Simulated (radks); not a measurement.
# B²⁺ with its nuclear charge varied continuously

What is the energy between the elements? 3 electrons are held in [He] 2s1 while Z is changed in small steps.

Method: scalar-relativistic Kohn-Sham, PBE, spin-polarised, spherical densities, finite nucleus; open shells are filled with parallel spins first. Code: radks (a radial shooting solver on a logarithmic mesh, Libxc functionals) version 1.

**1. What is computed**

| Property | Result |
| --- | --- |
| element | boron (Z = 5) |
| charge | +2 |
| electrons | 3 |
| configuration | [He] 2s1 |
| nuclear rms radius | 2.406 fm |

The outer shells:

B²⁺
```
[He] core
2s [↑ ]
```

In the logs a row gives level, spin channel, occupation and eigenvalue; Etot, Ekin, Encl (electron-nucleus), Eh (Hartree) and Exc are energies, all in hartree; err is the last residual, it the number of iterations.

**2. Z = 5**

Settings of this run:

```text
Z 5
configuration [He] 2s1
relativity scalar-relativistic
functional pbe,pbe
spin polarised
nucleus finite rms 2.406 fm
c 137.035999084
```

The program printed:

```text
1s      1   1.0000          -7.76676358
2s      1   1.0000          -1.20045101
1s      2   1.0000          -7.73727270
2s      2   0.0000          -1.00072014
Etot -23.396632921523363
Ekin 23.357671896250515
Encl -51.1079096437443
Eh 7.58980193167185
Exc -3.2361971057014283
err 8.745828464639588e-10
it 16
```

Highest occupied level: 2s up at -32.666 eV.

Radial moments (bohr):

```tsv
level	occupation	energy (eV)	<r>	outermost maximum (interpolated)	90 % within	nodes
1s up	1	-211.34	0.3282	0.210	0.590	0
1s down	1	-210.54	0.3280	0.210	0.590	0
2s up	1	-32.666	1.623	1.36	2.50	1
```

Radial density 4πr²ρ:

```tsv
r (bohr)	4πr²ρ (e/bohr)
0.0123	0.1212
0.0167	0.2130
0.0224	0.3634
0.0303	0.6160
0.0408	1.003
0.0553	1.593
0.0743	2.382
0.101	3.369
0.135	4.332
0.184	4.984
0.247	4.909
0.334	3.933
0.450	2.449
0.609	1.146
0.819	0.6126
1.11	0.6524
1.49	0.6760
2.02	0.4107
2.72	0.1313
3.69	0.01750
4.96	0.0008147
```

**3. Z = 4.5**

Input: that of step 2 with these lines changed.

```diff
@@ -1,2 +1,2 @@
-Z 5
+Z 4.5
 configuration [He] 2s1
```

The program printed:

```text
1s      1   1.0000          -5.92271028
2s      1   1.0000          -0.83459628
1s      2   1.0000          -5.89860453
2s      2   0.0000          -0.65799576
Etot -18.567583379073277
Ekin 18.524628513286004
Encl -40.92431050721382
Eh 6.710774512925729
Exc -2.878675898071193
err 1.3376441747036814e-09
it 16
```

E − E(step 2, Z = 5) = +131.405 eV. 2s up is the highest filled level (-22.711 eV).

**4. Z = 5.5**

Input: that of step 3 with these lines changed.

```diff
@@ -1,2 +1,2 @@
-Z 4.5
+Z 5.5
 configuration [He] 2s1
```

The program printed:

```text
1s      1   1.0000          -9.86174924
2s      1   1.0000          -1.62927535
1s      2   1.0000          -9.82684776
2s      2   0.0000          -1.40578186
Etot -28.789410734085457
Ekin 28.756564268989116
Encl -62.42007701486443
Eh 8.467659655990241
Exc -3.5935576442003807
err 1.9094949744890126e-09
it 16
```

E − E(step 2, Z = 5) = -146.745 eV. 2s up is the highest filled level (-44.335 eV).

**5. Z = 6**

Input: that of step 4 with these lines changed.

```diff
@@ -1,2 +1,2 @@
-Z 5.5
+Z 6
 configuration [He] 2s1
```

The program printed:

```text
1s      1   1.0000         -12.20756371
2s      1   1.0000          -2.12096420
1s      2   1.0000         -12.16723323
2s      2   0.0000          -1.87330712
Etot -34.7460727324111
Ekin 34.7218406833811
Encl -74.8619036630271
Eh 9.344843810229241
Exc -3.950853562994342
err 9.191942388616251e-10
it 18
```

E − E(step 2, Z = 5) = -308.834 eV. Highest occupied level: 2s up at -57.714 eV.

**6. Summary of results**

```tsv
Z	E (hartree)	E(electron-nucleus)/Z (hartree)	highest level	its energy (eV)	<r> (bohr)
4.5	-18.56758	-9.09429	2s up	-22.711	1.885
5	-23.39663	-10.2216	2s up	-32.666	1.623
5.5	-28.78941	-11.3491	2s up	-44.335	1.426
6	-34.74607	-12.4770	2s up	-57.714	1.272
```

At Z = 5 the central difference of E is -10.222 hartree, against -10.222 from the Hellmann-Feynman theorem; the scalar-relativistic energy here is not variational, so the two differ by a part that grows with Z. The top level goes from -22.711 eV at Z = 4.5 to -57.714 eV at Z = 6.
